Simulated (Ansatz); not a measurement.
# AlGa3N4: the cost of one run

Program: Ansatz 0.2.0. Level of theory: DFT LDA, scalar-relativistic, plane waves, PAW. These are calculated values, not measurements.

16 further runs of the same task are left out: 16 set aside as unsound or not needed. Runs told in other sessions of the task aren't counted.

## (1) The structure to begin with

The structure is cubic, space group P-43m (No. 215). The conventional cell has a = 4.427 Å, b = 4.427 Å, c = 4.427 Å, α = 90.00°, β = 90.00°, γ = 90.00°. Around Al (site symmetry -43m) lie 4 N at 1.88 Å. Ga (site symmetry -42m) has 4 N at 1.93 Å in its first shell of neighbours. N (site symmetry 3m) has 1 Al at 1.88 Å and 3 Ga at 1.93 Å in its first shell of neighbours.

Structure file:

```
CELL_PARAMETERS angstrom
4.42675 0.00000 0.00000
0.00000 4.42675 0.00000
0.00000 0.00000 4.42675
ATOMIC_POSITIONS crystal
Al 0.00000 0.00000 0.00000
Ga 0.50000 0.50000 0.00000
Ga 0.50000 0.00000 0.50000
Ga 0.00000 0.50000 0.50000
N 0.75481 0.75481 0.24519
N 0.75481 0.24519 0.75481
N 0.24519 0.75481 0.75481
N 0.24519 0.24519 0.24519
```

It goes back to an entry of the Materials Project, which need not be the stable form.

This cell was relaxed beforehand with the same method: volume 10.84 Å³/atom, gap on the mesh 2.56 eV.

## (3) Setting up the map

The energy is mapped over two homogeneous strains (x along [1 0 0], y along [0 1 0], z along [0 0 1] of the conventional cell).

- equal engineering shear yz, xz and xy: 7 values from −7.00 to 7.00 %
- equal normal strain along x, y and z: 7 values from −3 to 3 %

Nothing else is relaxed (fractional coordinates fixed). Energies count from the relaxed crystal. Points are written as (first, second).

(The set-up runs are not shown.)

## (4) The run at (7.00 %, 3 %)

input.yaml reads:

```yaml
crystal:
  lattice:
    - [4.5595547306, 0.1549363258, 0.1549363258]
    - [0.1549363258, 4.5595547306, 0.1549363258]
    - [0.1549363258, 0.1549363258, 4.5595547306]
  atoms:
    - { symbol: Al, position: [0.0, 0.0, 0.0] }
    - { symbol: Ga, position: [0.5, 0.5, 0.0] }
    - { symbol: Ga, position: [0.5, 0.0, 0.5] }
    - { symbol: Ga, position: [0.0, 0.5, 0.5] }
    - { symbol: "N", position: [0.7548078379, 0.7548078379, 0.2451921621] }
    - { symbol: "N", position: [0.7548078379, 0.2451921621, 0.7548078379] }
    - { symbol: "N", position: [0.2451921621, 0.7548078379, 0.7548078379] }
    - { symbol: "N", position: [0.2451921621, 0.2451921621, 0.2451921621] }
basis:
  ecutwfc: 520.0
kpoints:
  mp_grid: { grid: [6, 6, 6] }
hamiltonian:
  xc: lda
  pseudopotentials: { kind: paw, azcp: { folder: soft_1 } }
scf:
  occupations: { method: gaussian, width: 0.05 }
output:
  forces: true
  stress: true
  eigenvalues: true
```

Started as:

```console
> ansatz run input.yaml --threads 2 --pin off --max-ram 4096MiB --backend cpu --events-out ev --progress --plain --runs-dir out
```

What time and memory should one allow on 2 threads of Arm Neoverse V2, shared host?

About 7.6 s, with a peak of 0.4 GiB.
